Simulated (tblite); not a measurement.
# C11H13OPS (1-Phenylphosphinan-4-one 1-Sulfide): the cost of one run

Computed with tblite 0.8.0 and PySCF 2.14.0, with density-fitted response routines of our own, on a single molecule in the gas phase. Atoms are numbered from 0 throughout.

## Step 1: The molecule as given

27 atoms, charge 0, multiplicity 1; geometry from: force field or distance geometry start.

Bonds of the start (Å): O0–C1 1.24, C1–C2 1.47, C2–C3 1.55, C3–P4 1.83, P4–S5 1.72, P4–C6 1.78, C6–C7 1.38, C7–C8 1.40, C8–C9 1.38, C9–C10 1.39, C10–C11 1.38, P4–C12 1.84, C12–C13 1.53, C13–C1 1.48, C11–C6 1.39, C2–H14 1.10, C2–H15 1.12, C3–H16 1.09, C3–H17 1.09, C7–H18 1.08, C8–H19 1.09, C9–H20 1.08, C10–H21 1.08, C11–H22 1.09, C12–H23 1.09, C12–H24 1.10, C13–H25 1.12, C13–H26 1.11.

## Step 2: Relaxing the molecule with GFN2-xTB

The job: settings as JSON, then the geometry in Å.

```
{"job": {"kind": "relax", "xc": "GFN2-xTB", "basis": "xTB"}, "charge": 0, "multiplicity": 1}
O      3.854400     1.762700     0.522500
C      3.082400     0.792600     0.471300
C      2.924700     0.095300    -0.814600
C      1.469800     0.317800    -1.288200
P      0.465600    -0.492300     0.007100
S      1.011200    -2.112500     0.166300
C     -1.282600    -0.354200    -0.270600
C     -2.038400     0.349400     0.646600
C     -3.419700     0.474300     0.477400
C     -4.063100    -0.093800    -0.600500
C     -3.290600    -0.797400    -1.514800
C     -1.922500    -0.937100    -1.357000
C      0.910400     0.395000     1.552300
C      2.425500     0.399000     1.736800
H      3.622100     0.440000    -1.596500
H      2.988200    -1.005300    -0.625000
H      1.319300     1.396000    -1.255000
H      1.327300    -0.094100    -2.285100
H     -1.572600     0.808800     1.511600
H     -3.991200     1.036000     1.212700
H     -5.133200     0.034800    -0.701100
H     -3.794100    -1.238700    -2.359700
H     -1.309300    -1.483400    -2.068400
H      0.432000    -0.132300     2.371400
H      0.593700     1.442600     1.469200
H      2.724300    -0.633300     2.042000
H      2.646400     1.115200     2.561400
```

Command:

```sh
$ OMP_NUM_THREADS=1 python probes_run.py task.json out
```

One launch serves the whole session: the jobs run in the order shown.

**Question.** How long does this first job take on 1 thread of Arm Neoverse V1, shared host, and how much memory does it need?

About 1.2 s, with a peak of 0.17 GiB.
